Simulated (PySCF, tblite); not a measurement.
# C₇H₁₁NSi₂: geometry, infrared bands and NMR shifts

Aim: predict the infrared bands and NMR shifts of C₇H₁₁NSi₂ (`C[Si@]1(C[SiH3])C=CC=C1C#N`).

The runs use tblite 0.8.0 and PySCF 2.14.0, with density-fitted response routines of our own; the level of theory stands in each step. All values are computed, except where a source is named. Atoms count from 0, in the outputs and in this text.

### Step 1. The starting structure

21 atoms, charge 0, multiplicity 1; geometry from: force field or distance geometry start.

Bonds of the start (Å): C0–Si1 1.84, Si1–C2 1.85, C2–Si3 1.84, Si1–C4 1.84, C4–C5 1.31, C5–C6 1.40, C6–C7 1.31, C7–C8 1.44, C8–N9 1.18, C7–Si1 1.86, C0–H10 1.10, C0–H11 1.10, C0–H12 1.13, C2–H13 1.12, C2–H14 1.11, Si3–H15 1.47, Si3–H16 1.48, Si3–H17 1.49, C4–H18 1.09, C5–H19 1.12, C6–H20 1.12.

### Step 2. Geometry optimisation with GFN2-xTB

The job: settings as JSON, then the geometry in Å.

```
{"job": {"kind": "relax", "xc": "GFN2-xTB", "basis": "xTB"}, "charge": 0, "multiplicity": 1}
C     -1.190900    -0.550900    -1.598300
Si    -0.050500     0.278800    -0.416800
C     -0.867000     0.981200     1.092900
Si    -2.036300    -0.182400     1.914700
C      1.046600     1.494000    -1.253500
C      2.269200     1.034700    -1.150300
C      2.465200    -0.172300    -0.467200
C      1.412200    -0.777500     0.030700
C      1.380300    -2.025200     0.756900
N      1.341600    -3.046600     1.345000
H     -1.153500     0.004100    -2.542400
H     -0.945600    -1.609600    -1.747100
H     -2.249800    -0.539500    -1.209600
H     -1.472100     1.861900     0.751700
H     -0.093000     1.404100     1.772200
H     -3.017800    -0.666900     0.932300
H     -2.795100     0.525500     2.972700
H     -1.373700    -1.391600     2.468000
H      0.733900     2.408500    -1.747400
H      3.119900     1.623300    -1.591600
H      3.467600    -0.636800    -0.313400
```

Run with:

```bash
> OMP_NUM_THREADS=1 python probes_run.py task.json out
```

One launch serves the whole session: the jobs run in the order shown.

**Question.** This job is followed by: GFN2-xTB harmonic vibrations, gas phase; GIAO PBE0/pcSseg-1 NMR shielding, non-relativistic, gas phase. Predict these results of the whole session: strongest single infrared mode (GFN2-xTB); zero-point energy (GFN2-xTB); ¹³C shifts against TMS (PBE0/pcSseg-1); ¹H shifts against TMS (PBE0/pcSseg-1, means over atoms taken as alike); ²⁹Si shifts against TMS (PBE0/pcSseg-1); ¹⁵N shifts against NH3 (PBE0/pcSseg-1); surface potential, 1st and 99th percentile.

The runs gave:

```
                                                              quantity                                              value
                             strongest single infrared mode (GFN2-xTB)                              2237 cm⁻¹, 375 km/mol
                                          zero-point energy (GFN2-xTB)                                      94.7 kcal/mol
                                ¹³C shifts against TMS (PBE0/pcSseg-1)  164.9, 151.5, 149.8, 124.6, 122.1, -5.4, -9.2 ppm
¹H shifts against TMS (PBE0/pcSseg-1, means over atoms taken as alike)      7.50, 7.21, 6.56, 4.26, 0.47, 0.04, -0.09 ppm
                               ²⁹Si shifts against TMS (PBE0/pcSseg-1)                                    11.0, -77.8 ppm
                                ¹⁵N shifts against NH3 (PBE0/pcSseg-1)                                          332.6 ppm
                                 surface potential, 1st and 99th percentile                                 -1.90 V and 1.18 V
```

The optimisation took 148 steps and gained 0.683 eV; among the close pairs (by a distance rule), C2–Si3 changed most, from 1.843 to 1.908 Å. No mode is imaginary among the 57: a minimum at this level. The strongest single mode, at 2237 cm⁻¹, moves mainly H16. Unscaled tight-binding wavenumbers are off by several per cent, some by more. Its intensities can rank the bands wrongly. At PBE0/pcSseg-1: The largest span, 379 ppm, is at N9, where the paramagnetic term is -407 ppm. At PBE0/pcSseg-1, counted by nearest atom on the grid, the HOMO lies on C4, C7 about 24 % each; N9 16 %, the LUMO on C4, C6, C7 about 19 % each; C5 10 %.
